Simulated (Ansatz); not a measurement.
# ScPd: how the settings move a single-point run

How sensitive is a single-point run of ScPd to its settings? A reference run comes first, then one run with altered input.

Program: Ansatz 0.2.0. Level of theory: reference: DFT, PBEsol, PAW with Ansatz's default frozen-core files, scalar-relativistic. These are calculated values, not measurements.

## 1. The structure to begin with

The structure is cubic, space group Pm-3m (No. 221). The conventional cell has a = 3.283 Å, b = 3.283 Å, c = 3.283 Å, α = 90.00°, β = 90.00°, γ = 90.00°. Sc (site symmetry m-3m) is surrounded by 8 Pd at 2.84 Å. Around Pd (site symmetry m-3m) lie 8 Sc at 2.84 Å.

Coordinates:

```cif
data_structure
_symmetry_space_group_name_H-M 'Pm-3m'
_symmetry_Int_Tables_number 221
_cell_length_a 3.2830
_cell_length_b 3.2830
_cell_length_c 3.2830
_cell_angle_alpha 90.000
_cell_angle_beta 90.000
_cell_angle_gamma 90.000
_cell_volume 35.38
loop_
_atom_site_label
_atom_site_type_symbol
_atom_site_symmetry_multiplicity
_atom_site_Wyckoff_symbol
_atom_site_fract_x
_atom_site_fract_y
_atom_site_fract_z
_atom_site_occupancy
Sc1 Sc 1 b 0.50000 0.50000 0.50000 1
Pd1 Pd 1 a 0.00000 0.00000 0.00000 1
```

## 2. The reference run

input.yaml reads:

```yaml
crystal:
  lattice:
    - [3.283, 0.0, 0.0]
    - [0.0, 3.283, 0.0]
    - [0.0, 0.0, 3.283]
  atoms:
    - { symbol: Sc, position: [0.5, 0.5, 0.5] }
    - { symbol: Pd, position: [0.0, 0.0, 0.0] }
kpoints:
  mp_grid: { grid: [11, 11, 11] }
  band_path:
    path:
      - [0.0, 0.0, 0.0]
      - [0.0, 0.5, 0.0]
      - [0.5, 0.5, 0.0]
      - [0.0, 0.0, 0.0]
      - [0.5, 0.5, 0.5]
      - [0.0, 0.5, 0.0]
      - [0.5, 0.5, 0.5]
      - [0.5, 0.5, 0.0]
    npoints: 6
scf:
  occupations: { method: fermi_dirac, width: 0.05 }
hamiltonian:
  xc: pbesol
  pseudopotentials: { kind: paw }
output:
  forces: true
  stress: true
  eigenvalues: true
  populations: true
  write_density: true
  write_potential: true
  elf: true
  volumetric_format: npy
```

Run with:

```sh
> ansatz run input.yaml --threads 1 --pin off --max-ram 2048MiB --backend cpu --events-out ev --progress --plain --runs-dir out
```

## 3. Variant: ecutwfc 40.4 Ry

Changes to input.yaml since step 2:

```diff
@@ -35 +35,3 @@
   volumetric_format: npy
+basis:
+  ecutwfc: "40.4 Ry"
```

Before running it: what results should come out? Wanted: for each run, ending; energy change; pressure; gap; force.

As calculated:

| run | ending | energy change | pressure (GPa) | gap (eV) | force (eV/Å) | cycles | time |
| --- | --- | --- | --- | --- | --- | --- | --- |
| reference | converged | 0 | -2.0 | 0.00 | 0.00 | 6 | 3.1 s |
| 1: ecutwfc 40.4 Ry | converged | -1.0 meV/atom | -2.0 | 0.00 | 0.00 | 6 | 4.5 s |

Residual by cycle in the longest SCF loop of each run; runs are numbered as in the table. The quantity is the density residual dr2, in eV.

| cycle | reference | run 1 |
| --- | --- | --- |
| 1 | 0.0445 | 0.0448 |
| 2 | 4.6e-4 | 4.5e-4 |
| 3 | 1.6e-4 | 1.5e-4 |
| 4 | 2.8e-6 | 1.8e-5 |
| 5 | 7.2e-9 | 6.0e-7 |
| 6 | 1.9e-10 | 2.0e-9 |

Changing the cutoff moves the energy by -1.0 meV/atom. Cost: 4.5 s against 3.1 s.
